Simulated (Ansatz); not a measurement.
# GaNH2ClF (SMILES [NH2][Ga]([F])[Cl]) at revPBE/6-31G(d) (spherical functions)

What is the vertical ionisation energy of GaNH2ClF at revPBE/6-31G* (spherical functions)? 

Program for the calculation: Ansatz 0.2.0.

128 further runs of the same task are left out: 128 set aside as unsound or not needed.

## (1) The molecule

GaNH2ClF: 6 atoms, total charge 0, spin state singlet. SMILES: `[NH2][Ga]([F])[Cl]`. Geometry: relaxed at PBE0-D4/def2-TZVP.

Bond lengths: N1–Ga2 1.791 Å, Ga2–F3 1.743 Å, Ga2–Cl4 2.117 Å, N1–H5 1.005 Å, N1–H6 1.005 Å. Angles: N1–Ga2–F3 119.0°, N1–Ga2–Cl4 124.0°, F3–Ga2–Cl4 116.9°, Ga2–N1–H5 121.8°, Ga2–N1–H6 122.2°, H5–N1–H6 113.3°.

## (2) A single-point energy at revPBE/6-31G(d) (spherical functions)

File run.yaml:

```yaml
crystal:
  periodic: [false, false, false]
  atoms:
    - symbol: N
      position_ang: [-0.193400, 1.027000, -0.045900]
    - symbol: Ga
      position_ang: [0.233000, -0.711000, 0.012900]
    - symbol: F
      position_ang: [1.569300, -1.221300, 1.009300]
    - symbol: Cl
      position_ang: [-0.740100, -2.208600, -1.123700]
    - symbol: H
      position_ang: [0.201900, 1.691500, 0.596800]
    - symbol: H
      position_ang: [-1.028600, 1.358600, -0.495600]
basis:
  gaussian:
    orbitals: 6-31G_st_-spherical.json
hamiltonian:
  xc: {name: revPBE}
accuracy: high
output: {orbitals: {seedname: orbitals}}
```

The basis set 6-31G* is read from a file made from the Basis Set Exchange's data (not shown).

On the command line:

```bash
$ ansatz run run.yaml --threads 1 --pin off --max-ram 3480MiB --events-out events.jsonl --progress --plain --runs-dir runs
```

Output:

```text
Warning: RAYON_NUM_THREADS=1 ignored (pool sized by the plan → 1); use --threads N
Functional definition: revPBE
  name "revPBE"
  parameter kappa = 1.245
  parameter beta = 0.06672455060314922
  exchange = pbe_x(kappa = kappa, mu = beta*pi^2/3)
  correlation = pbe_c(beta = beta)
1713 factors; integrals over basis functions are off by at most 4.7e-9 eV
mean field evaluation 1: about -69116.6265 eV, gradient 7.6e1 eV
mean field evaluation 2: about -69065.1476 eV, gradient 1.5e2 eV
mean field evaluation 4: about -69126.6804 eV, gradient 1.6e1 eV
mean field evaluation 8: about -69127.2105 eV, gradient 5.7e-1 eV
mean field evaluation 16: about -69127.2089 eV, gradient 5.2e-5 eV
mean field -69127.20891261 eV, -2540.3780714334 hartree, gradient 7.7e-8 eV, S^2 0.000000; 0 other end points of the search recorded, 0 dependent functions left out
reference -69127.20891822 eV, -2540.3780716393 hartree; 33, 33 occupied and 49, 49 virtual orbitals, 1713 factors
Total energy: -69127.20891822 eV, -2540.3780716393 hartree
```

It took 6.6 s on 1 thread of Arm Neoverse V1, shared host; peak memory 0.2 GiB.

## (3) The doublet cation

File job.yaml:

```yaml
crystal:
  periodic: [false, false, false]
  atoms:
    - {symbol: "N", position_ang: [-0.193400, 1.027000, -0.045900]}
    - {symbol: Ga, position_ang: [0.233000, -0.711000, 0.012900]}
    - {symbol: F, position_ang: [1.569300, -1.221300, 1.009300]}
    - {symbol: Cl, position_ang: [-0.740100, -2.208600, -1.123700]}
    - {symbol: H, position_ang: [0.201900, 1.691500, 0.596800]}
    - {symbol: H, position_ang: [-1.028600, 1.358600, -0.495600]}
basis:
  gaussian: {orbitals: 6-31G_st_-spherical.json}
total_charge: 1
magnetization: {spin_polarized: true, initial_magnetization: 1}
hamiltonian: {xc: {name: revPBE}}
accuracy: high
output: {orbitals: {seedname: orbitals}}
```

The basis set 6-31G* is read from a file made from the Basis Set Exchange's data (not shown).

On the command line:

```bash
$ ansatz run job.yaml --threads 1 --pin off --max-ram 3480MiB --events-out events.jsonl --progress --plain --runs-dir runs
```

Output:

```text
Warning: RAYON_NUM_THREADS=1 ignored (pool sized by the plan → 1); use --threads N
Functional definition: revPBE
  name "revPBE"
  parameter kappa = 1.245
  parameter beta = 0.06672455060314922
  exchange = pbe_x(kappa = kappa, mu = beta*pi^2/3)
  correlation = pbe_c(beta = beta)
1713 factors; integrals over basis functions are off by at most 4.7e-9 eV
mean field evaluation 1: about -69093.5578 eV, gradient 7.6e1 eV
mean field evaluation 2: about -68852.6601 eV, gradient 2.0e2 eV
mean field evaluation 4: about -69105.1527 eV, gradient 5.1e1 eV
mean field evaluation 8: about -69116.2119 eV, gradient 1.1e1 eV
mean field evaluation 16: about -69117.1578 eV, gradient 2.3e-1 eV
mean field evaluation 32: about -69117.1582 eV, gradient 1.5e-8 eV
mean field evaluation 64: about -69116.8567 eV, gradient 6.2e-1 eV
mean field -69117.15819932 eV, -2540.0087145326 hartree, gradient 1.5e-8 eV, S^2 0.754819; 10 other end points of the search recorded, 0 dependent functions left out
reference -69117.15820519 eV, -2540.0087147481 hartree; 33, 32 occupied and 49, 50 virtual orbitals, 1713 factors
Total energy: -69117.15820519 eV, -2540.0087147481 hartree
```

It took 20 s on 1 thread of Arm Neoverse V1, shared host; peak memory 0.27 GiB.

## (4) Results

Level: revPBE/6-31G* (spherical functions).

```
                                          quantity           value
                    singlet GaNH2ClF: total energy  -2540.37807 Eh
                     singlet GaNH2ClF: HOMO energy        -6.43 eV
                     singlet GaNH2ClF: LUMO energy        -1.90 eV
                   singlet GaNH2ClF: HOMO–LUMO gap         4.53 eV
                      doublet cation: total energy  -2540.00871 Eh
doublet cation: HOMO energy (highest over α and β)       -13.56 eV
 doublet cation: LUMO energy (lowest over α and β)       -13.43 eV
                              doublet cation: ⟨S²⟩           0.755
vertical ionisation energy (to the doublet cation)       10.051 eV
```

The vertical ionisation energy comes to 10.05 eV (232 kcal/mol). The negative HOMO energy of the first species, 6.43 eV, lies 3.62 eV below that difference.
